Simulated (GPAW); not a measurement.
Crystal: WS2.

```
W S
1.0
     3.15320    0.00000    0.00000
    -1.57660    2.73075    0.00000
     0.00000    0.00000   12.32300
W S
2 4
Direct
  0.33333 0.66667 0.25000
  0.66667 0.33333 0.75000
  0.33333 0.66667 0.62250
  0.66667 0.33333 0.12250
  0.33333 0.66667 0.87750
  0.66667 0.33333 0.37750
```

Base run:

| Item | Value |
| --- | --- |
| Program | GPAW 26.7.0 |
| Functional | GLLB-SC |
| Potentials or basis | the program's PAW data sets (release 1.2.1) made for this functional |
| Cutoff | 600 eV |
| Basis | pw |
| k mesh | 6 × 6 × 2 |
| Occupations | fermi-dirac, width 0.05 eV |
| Spin | no spin polarisation |

Its results: band gap on the k mesh, kohn-sham part alone 1.11 eV, indirect (least direct gap 1.83 eV).

Task: The run is repeated on the same cell with these changes: functional from GLLB-SC to TB-mBJ; potentials or basis from the program's PAW data sets (release 1.2.1) made for this functional to GPAW PAW data sets for LDA (gpaw-data 1.2.1). What comes out?

Result: Band gap on the k mesh 1.21 eV, indirect (least direct gap 1.98 eV).

Caveats: a model potential gives levels but no total energy; spin-orbit coupling is left out, which moves the levels of the heavy elements.

A k mesh can miss the band edges.
